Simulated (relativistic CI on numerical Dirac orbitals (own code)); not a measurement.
**Cu²⁺: L2,3 absorption multiplets**

Wanted: the shape of the L2,3 absorption spectrum of Cu²⁺ in 5 surroundings, from the same atomic integrals.

The numbers are computed with relativistic CI on numerical Dirac orbitals (own code) version 1 (Dirac-Coulomb-Breit CI, KLI orbitals optimised for each configuration, model QED (radiative potential, 1s self-energy scaled to tabulated hydrogen-like ionisation energies), valence Slater integrals scaled by 0.9, multiplet model of core-to-valence dipole absorption), except any that are marked as measured or tabulated.

### Step 1. The atom as given

* ion: Cu²⁺ (Cu III)
* nuclear charge: 29
* electrons: 27
* configurations: [Ar] 3d9 → [He] 2s2 2p5 3s2 3p6 3d10
* magnetising field for the dichroism, Lz and Sz: exchange field 10 meV on Sz; these come from the lowest magnetised state alone (0 K)
* temperature of the isotropic spectrum: 10 K
* widths: Lorentz 0.6 eV, Gauss 0.3 eV
* surrounding 1: free ion
* surrounding 2: D3d, 10Dq = 17800, Dsigma = 1180, Dtau = 350 cm⁻¹
* surrounding 3: Oh, 10Dq = 11850 cm⁻¹
* surrounding 4: Oh, 10Dq = 12550 cm⁻¹
* surrounding 5: D4h, 10Dq = 22800, Ds = 70, Dt = 310 cm⁻¹

### Step 2. Surrounding 1: free ion

Settings of the run:

```ini
atom Cu  Z=29  charge=2  electrons=27
nucleus A=63  rms_radius_fm=3.8823
hamiltonian dirac-coulomb  breit=on  qed=on  c_scale=1
orbitals kli  potential=per-configuration
slater_scale 0.9
correlation none
mixing on
configurations
  [Ar] 3d9
  [He] 2s2 2p5 3s2 3p6 3d10
end
absorption L2,3 T=10 lorentz=0.6 gauss=0.3
crystal_field free
```

From the run's result record (rounded, not every field):

```text
status: converged
curve, one point in 2 above 2 % of the maximum [energy, isotropic, mcd, ld] [eV; bohr^2/eV]:
  - [929, 4.151e-05, -0.0001245, -6.226e-05]
  - [929.2, 5.007e-05, -0.0001502, -7.511e-05]
  - [929.4, 6.157e-05, -0.0001847, -9.235e-05]
  - [929.6, 7.75e-05, -0.0002325, -0.0001163]
  - [929.8, 0.0001005, -0.0003014, -0.0001507]
  - [930, 0.0001352, -0.0004056, -0.0002028]
  - [930.2, 0.0001911, -0.0005734, -0.0002867]
  - [930.4, 0.0002888, -0.0008663, -0.0004331]
  - [930.6, 0.0004763, -0.001429, -0.0007144]
  - [930.8, 0.00086, -0.00258, -0.00129]
  - [931, 0.00152, -0.004559, -0.00228]
  - [931.2, 0.001992, -0.005977, -0.002989]
  - [931.4, 0.001616, -0.004849, -0.002425]
  - [931.6, 0.0009357, -0.002807, -0.001404]
  - [931.8, 0.0005141, -0.001542, -0.0007712]
  - [932, 0.0003075, -0.0009226, -0.0004613]
  - [932.2, 0.0002014, -0.0006042, -0.0003021]
  - [932.4, 0.0001413, -0.000424, -0.000212]
  - [932.6, 0.0001044, -0.0003132, -0.0001566]
  - [932.8, 8.016e-05, -0.0002405, -0.0001202]
  - [933, 6.345e-05, -0.0001904, -9.518e-05]
  - [933.2, 5.145e-05, -0.0001543, -7.717e-05]
  - [933.4, 4.255e-05, -0.0001276, -6.382e-05]
sticks, the strongest [energy, strength] [eV, bohr^2]:
  - [931.21, 0.002148]
total [bohr^2]: 0.00214846
centroid [eV]: 931.214
radial 2p6 3d9 [Ha, bohr]: {"<r^-3>(3d)": 8.3074, "<r^1>(3d)": 0.90672, "<r^2>(3d)": 1.062, "<r^4>(3d)": 2.7868, "zeta(3d)": 0.003655}
radial 2p5 3d10 [Ha, bohr]: {"<r^-3>(2p)": 704.96, "<r^1>(2p)": 0.20345, "<r^2>(2p)": 0.050713, "<r^4>(2p)": 0.0051779, "zeta(2p)": 0.49189}
ground_degeneracy: 6
ground_Lz: -2.0
ground_Sz: -0.5
ground_S: 0.5
core_spin_orbit_splitting [eV]: 21.1484
```

Wall time 0.092 s (1 thread, shared host).

### Step 3. Surrounding 2: D3d, 10Dq = 17800, Dsigma = 1180, Dtau = 350

Changes to the settings of step 2:

```diff
@@ -12,2 +12,2 @@
 absorption L2,3 T=10 lorentz=0.6 gauss=0.3
-crystal_field free
+crystal_field D3d 10Dq=17800 Dsigma=1180 Dtau=350
```

From the record:

```text
status: converged
curve, one point in 3 above 2 % of the maximum [energy, isotropic, mcd, ld] [eV; bohr^2/eV]:
  - [930.3, 2.913e-05, -2.494e-05, -2.332e-05]
  - [930.6, 3.86e-05, -3.311e-05, -3.098e-05]
  - [930.9, 5.356e-05, -4.601e-05, -4.308e-05]
  - [931.2, 7.916e-05, -6.811e-05, -6.379e-05]
  - [931.5, 0.0001283, -0.0001105, -0.0001035]
  - [931.8, 0.0002394, -0.0002064, -0.0001934]
  - [932.1, 0.0005466, -0.0004715, -0.000442]
  - [932.4, 0.001245, -0.001074, -0.001007]
  - [932.7, 0.001278, -0.001103, -0.001034]
  - [933, 0.0005724, -0.0004937, -0.0004629]
  - [933.3, 0.0002482, -0.000214, -0.0002005]
  - [933.6, 0.0001319, -0.0001135, -0.0001064]
  - [933.9, 8.093e-05, -6.957e-05, -6.514e-05]
  - [934.2, 5.457e-05, -4.68e-05, -4.38e-05]
  - [934.5, 3.924e-05, -3.357e-05, -3.138e-05]
  - [934.8, 2.958e-05, -2.521e-05, -2.355e-05]
  - [951.6, 4.453e-05, 4.378e-05, 6.587e-05]
  - [951.9, 8.158e-05, 8.086e-05, 0.0001215]
  - [952.2, 0.0001827, 0.000182, 0.0002732]
  - [952.5, 0.0004267, 0.0004261, 0.0006394]
  - [952.8, 0.0004796, 0.0004791, 0.0007188]
  - [953.1, 0.0002232, 0.0002226, 0.0003341]
  - [953.4, 9.546e-05, 9.485e-05, 0.0001424]
  - [953.7, 5.007e-05, 4.946e-05, 7.435e-05]
  - [954, 3.053e-05, 2.993e-05, 4.506e-05]
sticks, the strongest [energy, strength] [eV, bohr^2]:
  - [932.56, 0.001562]
  - [952.68, 0.0005626]
total [bohr^2]: 0.00212426
centroid [eV]: 937.888
ground_degeneracy: 2
ground_Lz: -0.237104
ground_Sz: -0.498962
ground_S: 0.5
core_spin_orbit_splitting [eV]: 21.1484
branching_ratio: 0.735141
edge_boundary [eV]: 942.62
mcd_integrals: [-0.211499, 0.0883085]
```

Wall time 0.093 s (1 thread, shared host).

### Step 4. Surrounding 3: Oh, 10Dq = 11850

Changes to the settings of step 3:

```diff
@@ -12,2 +12,2 @@
 absorption L2,3 T=10 lorentz=0.6 gauss=0.3
-crystal_field D3d 10Dq=17800 Dsigma=1180 Dtau=350
+crystal_field Oh 10Dq=11850
```

From the record:

```text
status: converged
curve, one point in 3 above 2 % of the maximum [energy, isotropic, mcd, ld] [eV; bohr^2/eV]:
  - [929.8, 3.065e-05, -4.953e-05, -4.578e-05]
  - [930.1, 4.09e-05, -6.626e-05, -6.109e-05]
  - [930.4, 5.729e-05, -9.299e-05, -8.557e-05]
  - [930.7, 8.582e-05, -0.0001395, -0.0001282]
  - [931, 0.0001419, -0.000231, -0.0002119]
  - [931.3, 0.0002732, -0.0004454, -0.000408]
  - [931.6, 0.0006441, -0.001051, -0.000962]
  - [931.9, 0.001358, -0.002217, -0.002029]
  - [932.2, 0.001161, -0.001894, -0.001734]
  - [932.5, 0.0004914, -0.0008015, -0.000734]
  - [932.8, 0.0002207, -0.0003596, -0.0003296]
  - [933.1, 0.0001208, -0.0001965, -0.0001804]
  - [933.4, 7.556e-05, -0.0001226, -0.0001129]
  - [933.7, 5.16e-05, -8.351e-05, -7.708e-05]
  - [934, 3.745e-05, -6.038e-05, -5.594e-05]
  - [950.8, 2.962e-05, 8.693e-05, -4.444e-05]
  - [951.1, 4.822e-05, 0.0001428, -7.236e-05]
  - [951.4, 9.106e-05, 0.0002715, -0.0001367]
  - [951.7, 0.000211, 0.0006316, -0.0003167]
  - [952, 0.0004633, 0.001389, -0.0006953]
  - [952.3, 0.0004331, 0.001298, -0.0006499]
  - [952.6, 0.0001879, 0.0005624, -0.000282]
  - [952.9, 8.309e-05, 0.0002478, -0.0001247]
  - [953.2, 4.495e-05, 0.0001334, -6.746e-05]
sticks, the strongest [energy, strength] [eV, bohr^2]:
  - [932.01, 0.00157]
  - [952.13, 0.000555]
total [bohr^2]: 0.00212458
centroid [eV]: 937.263
ground_degeneracy: 4
ground_Lz: -0.255932
ground_Sz: -0.497937
ground_S: 0.5
core_spin_orbit_splitting [eV]: 21.1484
branching_ratio: 0.738761
edge_boundary [eV]: 942.068
mcd_integrals: [-0.401966, 0.261369]
```

It took 0.093 s on 1 thread, shared host.

### Step 5. Surrounding 4: Oh, 10Dq = 12550

Changes to the settings of step 4:

```diff
@@ -12,2 +12,2 @@
 absorption L2,3 T=10 lorentz=0.6 gauss=0.3
-crystal_field Oh 10Dq=11850
+crystal_field Oh 10Dq=12550
```

From the record:

```text
status: converged
curve, one point in 3 above 2 % of the maximum [energy, isotropic, mcd, ld] [eV; bohr^2/eV]:
  - [929.8, 2.915e-05, -4.689e-05, -4.356e-05]
  - [930.1, 3.863e-05, -6.229e-05, -5.773e-05]
  - [930.4, 5.36e-05, -8.661e-05, -8.01e-05]
  - [930.7, 7.923e-05, -0.0001283, -0.0001184]
  - [931, 0.0001284, -0.0002082, -0.0001919]
  - [931.3, 0.0002396, -0.0003889, -0.0003581]
  - [931.6, 0.0005473, -0.0008891, -0.0008178]
  - [931.9, 0.001246, -0.002024, -0.001862]
  - [932.2, 0.001279, -0.002078, -0.001911]
  - [932.5, 0.0005723, -0.0009296, -0.0008551]
  - [932.8, 0.0002482, -0.0004028, -0.0003709]
  - [933.1, 0.0001319, -0.0002137, -0.0001971]
  - [933.4, 8.095e-05, -0.0001309, -0.000121]
  - [933.7, 5.458e-05, -8.8e-05, -8.157e-05]
  - [934, 3.926e-05, -6.306e-05, -5.866e-05]
  - [934.3, 2.959e-05, -4.732e-05, -4.421e-05]
  - [951.1, 4.449e-05, 0.0001316, -6.676e-05]
  - [951.4, 8.151e-05, 0.0002428, -0.0001223]
  - [951.7, 0.0001825, 0.000546, -0.0002739]
  - [952, 0.0004263, 0.001278, -0.0006398]
  - [952.3, 0.0004788, 0.001435, -0.0007185]
  - [952.6, 0.0002227, 0.0006668, -0.0003342]
  - [952.9, 9.527e-05, 0.0002843, -0.000143]
  - [953.2, 4.997e-05, 0.0001484, -7.499e-05]
  - [953.5, 3.047e-05, 8.996e-05, -4.573e-05]
sticks, the strongest [energy, strength] [eV, bohr^2]:
  - [932.06, 0.001562]
  - [952.18, 0.0005618]
total [bohr^2]: 0.00212429
centroid [eV]: 937.38
ground_degeneracy: 4
ground_Lz: -0.242511
ground_Sz: -0.498149
ground_S: 0.5
core_spin_orbit_splitting [eV]: 21.1484
branching_ratio: 0.735534
edge_boundary [eV]: 942.12
mcd_integrals: [-0.398553, 0.264583]
```

It took 0.093 s on 1 thread, shared host.

### Step 6. Surrounding 5: D4h, 10Dq = 22800, Ds = 70, Dt = 310

Changes to the settings of step 5:

```diff
@@ -12,2 +12,2 @@
 absorption L2,3 T=10 lorentz=0.6 gauss=0.3
-crystal_field Oh 10Dq=12550
+crystal_field D4h 10Dq=22800 Ds=70 Dt=310
```

From the record:

```text
status: converged
curve, one point in 3 above 2 % of the maximum [energy, isotropic, mcd, ld] [eV; bohr^2/eV]:
  - [930.6, 2.975e-05, -4.606e-05, -4.457e-05]
  - [930.9, 3.976e-05, -6.172e-05, -5.956e-05]
  - [931.2, 5.58e-05, -8.682e-05, -8.359e-05]
  - [931.5, 8.383e-05, -0.0001307, -0.0001256]
  - [931.8, 0.0001392, -0.0002174, -0.0002085]
  - [932.1, 0.0002699, -0.000422, -0.0004042]
  - [932.4, 0.00064, -0.001002, -0.0009586]
  - [932.7, 0.001323, -0.002071, -0.001982]
  - [933, 0.001088, -0.001703, -0.00163]
  - [933.3, 0.000457, -0.0007149, -0.0006845]
  - [933.6, 0.0002068, -0.0003232, -0.0003098]
  - [933.9, 0.0001139, -0.0001776, -0.0001706]
  - [934.2, 7.152e-05, -0.0001112, -0.0001071]
  - [934.5, 4.898e-05, -7.591e-05, -7.337e-05]
  - [934.8, 3.562e-05, -5.497e-05, -5.336e-05]
  - [951.5, 2.887e-05, 8.475e-05, -4.331e-05]
  - [951.8, 4.552e-05, 0.0001347, -6.828e-05]
  - [952.1, 8.173e-05, 0.0002435, -0.0001226]
  - [952.4, 0.0001783, 0.0005332, -0.0002675]
  - [952.7, 0.0004281, 0.001283, -0.0006423]
  - [953, 0.0005478, 0.001642, -0.0008218]
  - [953.3, 0.0002731, 0.0008177, -0.0004096]
  - [953.6, 0.0001144, 0.0003419, -0.0001717]
  - [953.9, 5.86e-05, 0.0001743, -8.791e-05]
  - [954.2, 3.517e-05, 0.0001041, -5.277e-05]
sticks, the strongest [energy, strength] [eV, bohr^2]:
  - [932.79, 0.001508]
  - [952.92, 0.000614]
total [bohr^2]: 0.00212205
centroid [eV]: 938.618
ground_degeneracy: 2
ground_Lz: -0.136609
ground_Sz: -0.499336
ground_S: 0.5
core_spin_orbit_splitting [eV]: 21.1484
branching_ratio: 0.71065
edge_boundary [eV]: 942.857
mcd_integrals: [-0.370967, 0.289393]
```

It took 0.093 s on 1 thread, shared host.

### Step 7. Comparison

| surrounding | ground S | Lz (0 K) | Sz (0 K) | centroid (eV) | share of the lower edge | up to four highest peaks (% of the highest), eV |
| --- | --- | --- | --- | --- | --- | --- |
| 1: free | 0.50 | -2.00 | -0.50 | 931.21 | - | 931.2 (100) |
| 2: D3d | 0.50 | -0.24 | -0.50 | 937.89 | 0.735 | 932.6 (100), 952.7 (36) |
| 3: Oh | 0.50 | -0.26 | -0.50 | 937.26 | 0.739 | 932.0 (100), 952.1 (35) |
| 4: Oh | 0.50 | -0.24 | -0.50 | 937.38 | 0.736 | 932.1 (100), 952.2 (36) |
| 5: D4h | 0.50 | -0.14 | -0.50 | 938.62 | 0.711 | 932.8 (100), 952.9 (41) |

### Step 8. What came out

```
                                 quantity           value
                  highest peak, first run        931.2 eV
      ground spin (effective S from ⟨S²⟩)            0.50
                  share of the lower edge  0.711 to 0.739
core spin-orbit splitting (without Breit)        21.15 eV
```

**Reading.** The lower edge takes 0.74 of the intensity in surrounding 2, above the statistical 0.67. The position of the maximum differs by up to 1.6 eV between the surroundings, by shifts of peaks or by peaks exchanging rank. Edge positions are free-ion values and differ from those in solids by a few eV or more.
